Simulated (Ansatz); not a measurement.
# Be3Te2: a trial structure relaxed

The task: take a trial cell of Be3Te2 to zero force and stress.

Program: Ansatz 0.2.0. Level of theory: DFT PBE, scalar-relativistic, plane waves, PAW. These are calculated values, not measurements.

## 1. The system as given

Symmetry: Pm-3m, No. 221, cubic system. Conventional cell: a = 4.443 Å, b = 4.443 Å, c = 4.443 Å, α = 90.00°, β = 90.00°, γ = 90.00°. Be (site symmetry 4/mmm) is surrounded by 6 Te at 2.22 to 3.14 Å and 8 Be at 3.14 Å. Around Te (site symmetry m-3m) lie 12 Be at 3.14 Å. Around Te (site symmetry m-3m) lie 6 Be at 2.22 Å.

Coordinates:

```
Be Te
1.0
     4.44281    0.00000    0.00000
     0.00000    4.44281    0.00000
     0.00000    0.00000    4.44281
Be Te
3 2
Direct
  0.00000 0.50000 0.50000
  0.50000 0.00000 0.50000
  0.50000 0.50000 0.00000
  0.00000 0.00000 0.00000
  0.50000 0.50000 0.50000
```

Recipe of the guess: random cell by space group and Wyckoff sites (Pm-3m, No. 221). Its size is a rough estimate.

## 2. Probe: one point on a coarse mesh

The input, input.yaml:

```yaml
crystal:
  lattice:
    - [4.44280925, 0.0, 0.0]
    - [0.0, 4.44280925, 0.0]
    - [0.0, 0.0, 4.44280925]
  atoms:
    - { symbol: Be, position: [0.0, 0.5, 0.5] }
    - { symbol: Be, position: [0.5, 0.0, 0.5] }
    - { symbol: Be, position: [0.5, 0.5, 0.0] }
    - { symbol: Te, position: [0.0, 0.0, 0.0] }
    - { symbol: Te, position: [0.5, 0.5, 0.5] }
basis:
  ecutwfc: 420
kpoints:
  mp_grid: { grid: [4, 4, 4] }
hamiltonian:
  xc: pbe
scf:
  occupations: { method: gaussian, width: 0.1 }
  lower_state_search: "off"
output:
  forces: true
  stress: true
  eigenvalues: true
```

The run is started by

```console
ansatz run input.yaml --threads 1 --pin off --max-ram 2560MiB --backend cpu --events-out ev --progress --plain --runs-dir out
```

Further runs follow: rough relaxation on the coarse mesh; full relaxation.

What does the calculation give? Wanted: conventional cell; volume; energy over the elements; gap on the mesh.

As calculated:

| quantity | value |
| --- | --- |
| symmetry at the end (tolerance 0.05 Å) | space group Pm-3m (No. 221) |
| conventional cell | a = 4.784 Å, b = 4.784 Å, c = 4.784 Å, α = 90.00°, β = 90.00°, γ = 90.00° |
| volume | 21.89 Å³/atom |
| energy over the elements | +0.98 eV/atom |
| gap on the mesh | none (metal) |

**Reading.** The space group Pm-3m (No. 221) is kept, and the volume per atom grows by 24.8 % from the first guess. The formation energy is positive, so the separate elements lie lower. No finished test with a distortion of lower symmetry is shown, so the end may be a saddle point. The runs treat Te without spin-orbit coupling.
